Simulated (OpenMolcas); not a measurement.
# N⁺: CASSCF and CASPT2 terms and fine-structure levels

Wanted: the level scheme of N⁺ from active-space wave functions, then second-order correlation under several settings.

The numbers are computed with OpenMolcas 26.06 (state-averaged CASSCF and CASPT2, spin-orbit coupling by RASSI with atomic mean-field integrals), except any that are marked as measured or tabulated.

### 1 The atom as given

- Species: N⁺ (nitrogen, Z = 7, 6 electrons)
- Basis: ANO-L-VQZP [5s4p3d2f], 46 functions
- Scalar Hamiltonian: non-relativistic, point nucleus
- Inactive shells: 1s 2s
- Active space: 2 electrons in 3 orbitals (2p)
- Some configurations of this space: 2s² 2p²
- Orbitals: optimised for each spin and parity, averaged over all roots

Outer shells as boxes (Hund's rule):

2s2 2p2
```
2s [↑↓]
2p [↑ ][↑ ][  ]
```

The work runs as a chain of OpenMolcas steps in one folder; each step below is one input file. Labels, J, g values, rates, χT and fits are worked out afterwards by a script from the matrices that RASSI stores.

### 2 GATEWAY and SEWARD: basis and integrals

Input file a.inp:

```
&GATEWAY
Coord
1

N 0.0 0.0 0.0
Basis=ANO-L-VQZP
Group=XYZ
NoMove
AngMom=0.0 0.0 0.0
AMFI
&SEWARD
```

The run is started by

```console
$ OMP_NUM_THREADS=1 MOLCAS_MEM=2252 MOLCAS_PROJECT=a pymolcas a.inp > a.log
```

### 3 CASSCF: triplets of even parity, 3 roots

Input file a.inp:

```
&RASSCF
FileOrb=start.orb
Symmetry=1
Spin=3
nActEl=2 0 0
Inactive=2 0
Ras2=0 3
CIRoot=3 3 1
SDav=3
CIMx=300
Iter=120 100
PrWF=0.3
OrbListing=Nothing
MaxOrb=0
Atom
>>> COPY $Project.JobIph JOB001
```

start.orb holds the contracted functions of the basis, ordered by shell, or the orbitals of the step before.

### 4 Reference wave functions, singlets of even parity, 6 roots

Input file a.inp:

```
&RASSCF
FileOrb=start.orb
Symmetry=1
Spin=1
nActEl=2 0 0
Inactive=2 0
Ras2=0 3
CIRoot=6 6 1
SDav=6
CIMx=300
Iter=120 100
PrWF=0.3
OrbListing=Nothing
MaxOrb=0
Atom
>>> COPY $Project.JobIph JOB002
```

### 5 RASSI: spin-orbit coupling between the states

Input file a.inp:

```
&RASSI
NrOfJobIphs=2 3 6
1 2 3
1 2 3 4 5 6
IphNames
JOB001
JOB002
EJob
SpinOrbit
DIPRint=1.0
SOCoupling=1000.0
Subsets=2
MEES
Property=10
'ANGMOM' 1 'ANGMOM' 2 'ANGMOM' 3 'MLTPL  1' 1 'MLTPL  1' 2 'MLTPL  1' 3
'AMFI' 1 'AMFI' 2 'AMFI' 3 'MLTPL  2' 6
SOProperty=3
'ANGMOM' 1 'ANGMOM' 2 'ANGMOM' 3
```

### 6 CASPT2: IPEA 0.3, imaginary shift 0.25 (closed shells correlated: 1s 2s)

Input file a.inp:

```
>>> COPY JOB001 $Project.JobIph
&CASPT2
Multistate=3 1 2 3
Frozen=0 0
IPEA=0.3
Imaginary=0.25
MaxIter=60
WThr=0.0 0.3 0.05
PrWF=0.5
NoMix
>>> COPY JOB002 $Project.JobIph
&CASPT2
Multistate=6 1 2 3 4 5 6
Frozen=0 0
IPEA=0.3
Imaginary=0.25
MaxIter=60
WThr=0.0 0.3 0.05
PrWF=0.5
NoMix
```

### 7 CASPT2: IPEA 0.5, imaginary shift 0.5 (closed shells correlated: 1s 2s), extended multistate

Input file a.inp:

```
>>> COPY JOB001 $Project.JobIph
&CASPT2
XMultistate=3 1 2 3
Frozen=0 0
IPEA=0.5
Imaginary=0.5
MaxIter=60
WThr=0.0 0.3 0.05
PrWF=0.5
NoMix
>>> COPY JOB002 $Project.JobIph
&CASPT2
XMultistate=6 1 2 3 4 5 6
Frozen=0 0
IPEA=0.5
Imaginary=0.5
MaxIter=60
WThr=0.0 0.3 0.05
PrWF=0.5
NoMix
```

### 8 CASPT2: IPEA 0.4 (closed shells correlated: 1s 2s), extended multistate

Changes to a.inp since step 7:

```diff
@@ -4,4 +4,3 @@
 Frozen=0 0
-IPEA=0.5
-Imaginary=0.5
+IPEA=0.4
 MaxIter=60
@@ -14,4 +13,3 @@
 Frozen=0 0
-IPEA=0.5
-Imaginary=0.5
+IPEA=0.4
 MaxIter=60
```

(Steps that only read results are left out.)

What does the calculation give? Wanted: lowest level; first excited level; lowest level of another term; spin-orbit lowering of the lowest level; strongest of the lines computed, by gA.

As calculated:

| quantity | value |
| --- | --- |
| method | SS-CASPT2, IPEA 0.3, imaginary shift 0.25 (closed shells correlated: 1s 2s) |
| lowest level | 2s² 2p² ³P₀, 100 % of that term |
| ground level listed by NIST | 3P0 |
| first excited level | 2s² 2p² ³P₁ at 47.2 cm⁻¹ |
| lowest level of another term | 2s² 2p² ¹D₂ at 15480 cm⁻¹ |
| spin-orbit lowering of the lowest level | 93.9 cm⁻¹ |
| strongest of the lines computed, by gA (one parity, so forbidden lines), at CASSCF energies | 2s² 2p² ¹S₀ → 2s² 2p² ¹D₂, 383.8 nm, A = 9.15e+00 s⁻¹ |

What each method costs and misses:

| method | time of its own steps | time with the reference | mean absolute difference from the measured levels (cm-1) |
| --- | --- | --- | --- |
| A. CASSCF | 2.5 s | 2.5 s | 3400 |
| B. SS-CASPT2, IPEA 0.3, imaginary shift 0.25, +1s 2s | 0.83 s | 3.4 s | 640 |
| C. XMS-CASPT2, IPEA 0.5, imaginary shift 0.5, +1s 2s | 0.68 s | 3.2 s | 870 |
| D. XMS-CASPT2, IPEA 0.4, +1s 2s | 0.68 s | 3.2 s | 800 |

Times are of one thread on a shared host.

In words: The multiplet ³P is regular; its intervals divided by the larger J differ by 1 % of their mean, where Landé's rule for pure LS coupling makes them equal. Second-order correlation (method B) scales the levels of the lowest configuration above 5000 cm⁻¹ by 0.80 to 0.87. Method B lies closest to the measured levels (640 cm⁻¹ on average) and A farthest (3400). Only the configurations of the active space and the roots asked for are present. CASPT2 does not keep the components of a term degenerate, and the means are used. With the s shell closed, the highest p terms come out too high. Levels of other configurations are missing from the list.
